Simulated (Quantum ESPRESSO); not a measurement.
Ti3CuC3:

```
CELL_PARAMETERS angstrom
4.33000 0.00000 0.00000
0.00000 4.33000 0.00000
0.00000 0.00000 4.33000
ATOMIC_POSITIONS crystal
Cu 0.00000 0.00000 0.00000
Ti 0.00000 0.50000 0.50000
Ti 0.50000 0.00000 0.50000
Ti 0.50000 0.50000 0.00000
C 0.50000 0.00000 0.00000
C 0.00000 0.00000 0.50000
C 0.00000 0.50000 0.00000
```

The cell was built by a generator and needn't be a form met in nature.

A run of Quantum ESPRESSO 7.5 on this cell left the log below. Logs are shortened: lines on timing, memory, paths and dates and some standing lists are left out, and cuts for length are marked.

```text
This program is part of the open-source Quantum ESPRESSO suite
     for quantum simulation of materials; please cite
[... 6 lines left out ...]
     using ibrav=0 with symmetry is DISCOURAGED, use correct ibrav instead

     K-points division:     npool     =       4
     Subspace diagonalization in iterative solution of the eigenvalue problem:
     a serial algorithm will be used

     G-vector sticks info
     --------------------
     sticks:   dense  smooth     PW     G-vecs:    dense   smooth      PW
     Sum        2385    1201    349                87655    31103    4945

     Using Slab Decomposition

     bravais-lattice index     =            0
     lattice parameter (alat)  =       8.1825  a.u.
     unit-cell volume          =     547.8483 (a.u.)^3
     number of atoms/cell      =            7
     number of atomic types    =            3
     number of electrons       =        67.00
     number of Kohn-Sham states=           45
     kinetic-energy cutoff     =      56.0000  Ry
     charge density cutoff     =     448.0000  Ry
     scf convergence threshold =      1.4E-09
     mixing beta               =       0.5000
     number of iterations used =            8  plain     mixing
     energy convergence thresh.=      1.0E-05
     force convergence thresh. =      4.0E-04
     press convergence thresh. =      3.0E-01
     Exchange-correlation= SLA  PZ   NOGX NOGC
                           (   1   1   0   0   0   0   0)
     nstep                     =           40

     celldm(1)=   8.182514  celldm(2)=   0.000000  celldm(3)=   0.000000
     celldm(4)=   0.000000  celldm(5)=   0.000000  celldm(6)=   0.000000
[... 115 lines left out ...]

     negative rho (up, down):  1.866E-03 0.000E+00
     Starting wfcs are   55 randomized atomic wfcs

     Self-consistent Calculation

     iteration #  1     ecut=    56.00 Ry     beta= 0.50
     Davidson diagonalization with overlap
     ethr =  1.00E-02,  avg # of iterations =  4.5

     negative rho (up, down):  9.949E-04 0.000E+00
[... 82 lines left out ...]
     total energy              =    -795.84909202 Ry
     estimated scf accuracy    <       0.38502234 Ry

[... 55 further cycles ...]
     iteration # 22     ecut=    56.00 Ry     beta= 0.50
     Davidson diagonalization with overlap
     ethr =  3.28E-08,  avg # of iterations =  1.3

     negative rho (up, down):  1.416E-03 0.000E+00
[... 76 lines left out ...]
     iteration # 31     ecut=    56.00 Ry     beta= 0.50
     Davidson diagonalization with overlap
     ethr =  1.00E-13,  avg # of iterations =  3.1

     negative rho (up, down):  1.416E-03 0.000E+00

     End of self-consistent calculation

          k = 0.0000 0.0000 0.0000 (  3695 PWs)   bands (ev):

   -98.6124 -56.4398 -56.4398 -56.4398 -41.6923 -41.5930 -41.5930 -18.4488
   -18.4488 -18.4488 -18.2485 -18.2485 -18.2485 -18.0413 -18.0413 -18.0413
     1.3967   4.0313   4.0313  10.1412  10.1412  10.1412  10.3128  10.3128
    10.3128  11.2148  11.2148  11.3704  13.5340  13.5340  13.5340  14.2789
    14.2789  14.2789  14.8901  14.8901  14.8901  16.0179  16.0179  16.0179
    16.7426  16.7426  17.0693  17.9537  19.5279
[... 291 lines left out ...]
   -98.6124 -56.4397 -56.4397 -56.4397 -41.6258 -41.6257 -41.6257 -18.4911
   -18.4759 -18.4751 -18.4751 -18.1032 -18.1032 -18.0884 -18.0379 -18.0224
     4.7376   4.8101   4.8101   6.7255   8.3942   8.5677   8.5677   9.1342
     9.1849  11.0412  11.0412  11.0567  11.7731  11.7987  11.7987  14.3328
    14.6216  14.6216  14.6992  15.2414  15.6722  17.1897  17.2659  17.2659
    17.6640  18.7811  18.7923  19.0015  19.0015

          k =-0.5123-0.5123-0.5123 (  3544 PWs)   bands (ev):

   -98.6124 -56.4397 -56.4397 -56.4397 -41.6257 -41.6257 -41.6257 -18.4914
   -18.4907 -18.4907 -18.4907 -18.0882 -18.0882 -18.0882 -18.0222 -18.0222
     4.9727   4.9727   4.9727   6.3651   8.3572   8.3572   8.3572   9.1189
     9.1189  11.0080  11.0080  11.0080  11.7499  11.7499  11.7499  14.5547
    14.5547  14.5547  14.7545  15.6029  15.6029  17.3122  17.3122  17.3122
    17.7531  18.9812  18.9812  19.0821  19.0821

     the Fermi energy is    14.2814 ev

!    total energy              =    -795.80394385 Ry
     estimated scf accuracy    <          3.1E-12 Ry
     smearing contrib. (-TS)   =       0.00012547 Ry
     internal energy E=F+TS    =    -795.80406933 Ry

     The total energy is F=E-TS. E is the sum of the following terms:
     one-electron contribution =    -432.08192849 Ry
     hartree contribution      =     248.90132688 Ry
     xc contribution           =    -102.66464272 Ry
     ewald contribution        =    -509.95882500 Ry

     convergence has been achieved in  31 iterations

     negative rho (up, down):  1.416E-03 0.000E+00

     Forces acting on atoms (cartesian axes, Ry/au):

     atom    1 type  1   force =     0.00000000    0.00000000    0.00000000
     atom    2 type  2   force =     0.00000000    0.00000000    0.00000000
     atom    3 type  2   force =     0.00000000    0.00000000    0.00000000
     atom    4 type  2   force =     0.00000000    0.00000000    0.00000000
     atom    5 type  3   force =     0.00000000    0.00000000    0.00000000
     atom    6 type  3   force =     0.00000000    0.00000000    0.00000000
     atom    7 type  3   force =     0.00000000    0.00000000    0.00000000

     Total force =     0.000000     Total SCF correction =     0.000000

     Computing stress (Cartesian axis) and pressure

     negative rho (up, down):  1.416E-03 0.000E+00
          total   stress  (Ry/bohr**3)                   (kbar)     P=       -0.29
  -0.00000196   0.00000000   0.00000000           -0.29        0.00        0.00
   0.00000000  -0.00000196   0.00000000            0.00       -0.29        0.00
   0.00000000   0.00000000  -0.00000196            0.00        0.00       -0.29

=------------------------------------------------------------------------------=
   JOB DONE.
=------------------------------------------------------------------------------=
```

Problem. What input gives this log?

Solution. Relaxation of cell and atoms with LDA, no spin polarisation. The files as run (others can give the same):

pw.in
```
&CONTROL
  calculation = 'vc-relax'
  prefix = 'pwscf'
  outdir = './tmp'
  pseudo_dir = './pseudo'
  tprnfor = .true.
  tstress = .true.
  disk_io = 'low'
  nstep = 40
  forc_conv_thr = 0.0004
  etot_conv_thr = 1d-05
/
&SYSTEM
  ibrav = 0
  nat = 7
  ntyp = 3
  ecutwfc = 56
  ecutrho = 448
  nbnd = 45
  occupations = 'smearing'
  smearing = 'mp'
  degauss = 0.00734986
/
&ELECTRONS
  conv_thr = 1.4d-09
  electron_maxstep = 120
  mixing_beta = 0.5
/
&IONS
  ion_dynamics = 'bfgs'
/
&CELL
  cell_dynamics = 'bfgs'
  press = 0
  press_conv_thr = 0.3
/
ATOMIC_SPECIES
Cu    63.5460 cu_lda_v1.2.uspp.F.UPF
Ti    47.8670 ti_lda_v1.4.uspp.F.UPF
C     12.0110 c_lda_v1.2.uspp.F.UPF
CELL_PARAMETERS angstrom
   4.3300000000    0.0000000000    0.0000000000
   0.0000000000    4.3300000000    0.0000000000
   0.0000000000    0.0000000000    4.3300000000
ATOMIC_POSITIONS crystal
Cu     0.0000000000    0.0000000000    0.0000000000
Ti     0.0000000000    0.5000000000    0.5000000000
Ti     0.5000000000    0.0000000000    0.5000000000
Ti     0.5000000000    0.5000000000    0.0000000000
C      0.5000000000    0.0000000000    0.0000000000
C      0.0000000000    0.0000000000    0.5000000000
C      0.0000000000    0.5000000000    0.0000000000
K_POINTS automatic
8 8 8 0 0 0
```

Potentials or basis: GBRV 1.5 LDA.
Launch:
```bash
$ OMP_NUM_THREADS=1 mpirun -n 4 pw.x -nk 4 -in pw.in > pw.out
```
